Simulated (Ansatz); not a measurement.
# Cl2FHHfO: ionisation energy by level of theory

How much energy removes an electron from Cl2FHHfO at fixed geometry? The cation is run at each level and the neutral's energy taken from earlier runs.

Program: Ansatz 0.2.0, Gaussian basis. Level of theory: unrestricted cation, the program's frozen cores in correlated methods. These are calculated values, not measurements.

The runs, in order: UKS PBE-D4/def2-TZVPP; UKS r2SCAN-D4/def2-TZVPP; UKS PBE0-D4/def2-TZVPP; UKS B3LYP-D4/def2-TZVPP; UKS wB97X-V/def2-TZVPP; UKS wB97M-V/def2-TZVPP; UKS B2PLYP/def2-TZVPP; UHF-CCSD(T)/def2-TZVPP; UHF-MP2/def2-QZVPP; extrapolation to the limit; then −ε(HOMO) from the neutral's earlier runs with LDA (SPW92), PBE-D4, revPBE-D4, BLYP-D4, r2SCAN-D4, B97M-V, PBE0-D4, B3LYP-D4, r2SCANh-D4, r2SCAN0-D4, HSE06-D4, BHLYP-D4, CAM-B3LYP-D4, LC-ωPBE, ωB97X-V, ωB97M-V.

**1. The relaxed structure**

An earlier PBE0-D4 in a triple-zeta def2 set relaxation fixed the geometry. Hf takes the def2 core potential; no spin-orbit term is included.

SMILES `[OH][Hf]([F])([Cl])[Cl]`, 6 atoms, charge 0, spin multiplicity 1.

Atoms are counted from 1 here; the program's logs count them from 0.

Bond lengths: O1–Hf2 1.887 Å, O1–H6 0.952 Å, Hf2–F3 1.894 Å, Hf2–Cl4 2.344 Å, Hf2–Cl5 2.344 Å. Angles: Hf2–O1–H6 178.9°, O1–Hf2–F3 108.8°, O1–Hf2–Cl4 109.8°, O1–Hf2–Cl5 109.8°, F3–Hf2–Cl4 109.0°, F3–Hf2–Cl5 109.0°, Cl4–Hf2–Cl5 110.4°.

**2. Cation, UKS PBE-D4/def2-TZVPP**

Contents of in.yaml:

```yaml
crystal:
  periodic: [false, false, false]
  atoms:
    - {symbol: O, position_ang: [-1.030174, 0.994144, -0.322500]}
    - {symbol: Hf, position_ang: [0.274295, -0.322649, 0.033037]}
    - {symbol: F, position_ang: [0.169711, -1.663532, -1.300858]}
    - {symbol: Cl, position_ang: [-0.130465, -1.297112, 2.126347]}
    - {symbol: Cl, position_ang: [2.410882, 0.640468, -0.020419]}
    - {symbol: H, position_ang: [-1.694249, 1.648682, -0.515607]}
basis:
  gaussian: {orbitals: def2-TZVPP}
total_charge: 1
magnetization: {spin_polarized: true, initial_magnetization: 1}
hamiltonian: {xc: pbe, dispersion: d4}
```

The run is started by

```
$ ansatz run in.yaml --threads 2 --pin off --events-out ev --progress --plain --max-ram 20480MiB --backend cpu
```

After this run come: Cation, UKS r2SCAN-D4/def2-TZVPP; Cation, UKS PBE0-D4/def2-TZVPP; Cation, UKS B3LYP-D4/def2-TZVPP; Cation, UKS wB97X-V/def2-TZVPP; Cation, UKS wB97M-V/def2-TZVPP; Cation, UKS B2PLYP (frozen core)/def2-TZVPP; Cation, UHF-CCSD(T)/def2-TZVPP; Cation, UHF-MP2/def2-QZVPP.

Before running them: what should the planned runs give, taken together? Wanted: ionisation energy, CCSD(T)/CBS; nearest functional by difference; nearest −ε(HOMO); −ε(HOMO) of PBE; T1 of the cation.

The runs gave:

| quantity | value |
| --- | --- |
| ionisation energy, CCSD(T)/CBS | 12.06 eV |
| nearest functional by difference | ωB97X-V (-0.17 eV) |
| nearest −ε(HOMO) | LC-ωPBE (+0.09 eV) |
| −ε(HOMO) of PBE | 7.93 eV |
| T1 of the cation | 0.045 |

Energy differences with functionals land within 1.21 eV of the reference. −ε(HOMO) of PBE misses by 4.1 eV, since self-interaction lifts the level. Among orbital estimates LC-ωPBE comes nearest. Hartree-Fock falls 0.91 eV short, as the neutral has more correlation energy than the cation. The cation's T1 (from the report) is 0.045, near the customary mark of 0.045 for open shells, so the coupled-cluster value is less safe. The cation may have settled in a state other than its lowest; no search over hole states beyond the program's own was made. Correlated methods include outer-core shells of Hf, which these sets cover unevenly.
